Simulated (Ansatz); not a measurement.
# RuSe (zincblende): a single-point run

The task is a single-point run on RuSe (zincblende).

Method: DFT r2SCAN, scalar-relativistic, plane waves, PAW, in Ansatz 0.2.0.

1 further run of the same task is left out (set aside as unsound or not needed). Runs told in other sessions of the task aren't counted.

**1. The structure to begin with**

It takes space group F-43m (No. 216, cubic). The conventional cell has a = 5.465 Å, b = 5.465 Å, c = 5.465 Å, α = 90.00°, β = 90.00°, γ = 90.00°. Ru (site symmetry -43m) has 4 Se at 2.37 Å in its first shell of neighbours. Se (site symmetry -43m) has 4 Ru at 2.37 Å in its first shell of neighbours.

Structure file:

```xyz
2
Lattice="0.0000 2.7324 2.7324 2.7324 0.0000 2.7324 2.7324 2.7324 0.0000" Properties=species:S:1:pos:R:3 pbc="T T T"
Ru    0.0000    0.0000    0.0000
Se    1.3662    1.3662    1.3662
```

**2. The calculation**

input.yaml reads:

```yaml
crystal:
  lattice:
    - [0.0, 2.7324236492, 2.7324236492]
    - [2.7324236492, 0.0, 2.7324236492]
    - [2.7324236492, 2.7324236492, 0.0]
  atoms:
    - { symbol: Xx, position: [0.0, 0.0, 0.0] }
    - { symbol: Se, position: [0.25, 0.25, 0.25] }
basis:
  ecutwfc: 500
  ecutrho_ratio: 4
kpoints:
  mp_grid: { grid: [10, 10, 10] }
hamiltonian:
  xc: r2scan
scf:
  occupations: { method: gaussian, width: 0.05 }
  max_iter: 60
output:
  forces: true
  stress: true
```

Command:

```sh
> ansatz run input.yaml --threads 2 --pin off --max-ram 2662MiB --backend cpu --events-out ev --progress --plain --runs-dir out
```

Output:

```text
Error: YAML parse error: error: line 7 column 17: `Xx` is not an element symbol (H … Og, case-exact)
 --> <input>:7:17
  |
5 |     - [2.7324236492, 2.7324236492, 0.0]
6 |   atoms:
7 |     - { symbol: Xx, position: [0.0, 0.0, 0.0] }
  |                 ^ `Xx` is not an element symbol (H … Og, case-exact)
8 |     - { symbol: Se, position: [0.25, 0.25, 0.25] }
9 | basis:
  |
```

It took 0.02 s on 2 threads of Arm Neoverse V2, shared host; peak memory 0.02 GiB.

**3. Diagnosis**

The run ended at the input check. Its message: «line 7 column 17: `Xx` is not an element symbol (H … Og, case-exact)»

One of the atoms is labelled with something that isn't a chemical symbol in the accepted spelling.

The cure: mend the symbol.

**4. Again, with the input mended**

Other changes include scf.max_iter, output requests.

input.yaml, as its differences from that of step 2:

```diff
@@ -6,3 +6,3 @@
   atoms:
-    - { symbol: Xx, position: [0.0, 0.0, 0.0] }
+    - { symbol: Ru, position: [0.0, 0.0, 0.0] }
     - { symbol: Se, position: [0.25, 0.25, 0.25] }
@@ -17,3 +17,2 @@
   occupations: { method: gaussian, width: 0.05 }
-  max_iter: 60
 output:
@@ -21 +20,2 @@
   stress: true
+  eigenvalues: true
```

Command:

```sh
> ansatz run input.yaml --threads 2 --pin off --max-ram 2662MiB --backend cpu --events-out ev --progress --plain --runs-dir out
```

The main lines of its log:

```text
[...]
Basis set: ecut = 500 eV, 1037 PW (Γ), exchange–correlation on 120×120×120 points (64 copies of the dense FFT grid, shifted against one another)
[...]
k-points: 47 of 1000 (time reversal used)
[...]
SCF iter   1: F=—  HF=-11368.649876 eV  |F-HF|=—  |Δ(HF+E_count)|=         —  Δρ=5.32e-3  dr2=5.30e-3  dr2_τ=2.19e-2  ethr=1.77e-3  ⟨swp⟩=6.0  Hψ=4327  notcnv=0
preconditioner: auto → LDOS  [metal: Δε(μ)=0.032 eV  Ē_g=9.232 eV  σ=0.050 eV  W_gap=0.35  n_scr=14 (ndim 8)  ℏωp=21.8 eV  f_vac=0.026  D(μ)=1.92/eV (n_scr^D=14)  β→1.0]
SCF iter   2: F=—  HF=-11368.660693 eV  |F-HF|=—  |Δ(HF+E_count)|=   1.08e-2  Δρ=1.81e-3  dr2=1.29e-3  dr2_τ=2.21e-4  ethr=1.66e-5  ⟨swp⟩=2.0  Hψ=2244  notcnv=0  defer=12
[...]
SCF iter   5: F=—  HF=-11368.659786 eV  |F-HF|=—  |Δ(HF+E_count)|=   6.11e-6  Δρ=4.29e-5  dr2=6.77e-7  dr2_τ=1.16e-7  ethr=2.78e-8  ⟨swp⟩=2.0  Hψ=1650  notcnv=0  defer=12
SCF iter   6: F=-11368.659786 eV  HF=-11368.659786 eV  |F-HF|=1.35e-8  |Δ(HF+E_count)|=   3.12e-7  Δρ=1.14e-5  dr2=5.02e-8  dr2_τ=1.92e-9  ethr=3.13e-10  ⟨swp⟩=6.5  Hψ=4399  notcnv=0
[...]
SCF converged after 6 iterations
Free energy (F): -11368.659786 eV
[...]
E sigma→0 (E₀):  -11368.658583 eV
[...]
Fermi energy:    12.898228 eV
[...]
  P = ⅓ Tr σ = 0.0021 GPa (0.021 kbar)
[...]
```

It took 3.2 s on 2 threads of Arm Neoverse V2, shared host; peak memory 0.47 GiB.

**5. Outcome**

| quantity | value |
| --- | --- |
| first try | refused |
| cause | no such element symbol |
| second try | converged, 6 SCF cycles |
| energy (zero set by the potentials) | -11368.6598 eV |
| pressure | 0.00 GPa |
| gap on the mesh | none (metal on this mesh) |
| largest force | 0.000 eV/Å |

What this shows: With the input mended the run converges in 6 SCF cycles. The reference leaves spin out although Ru can carry a moment, so its state need not be the lowest.
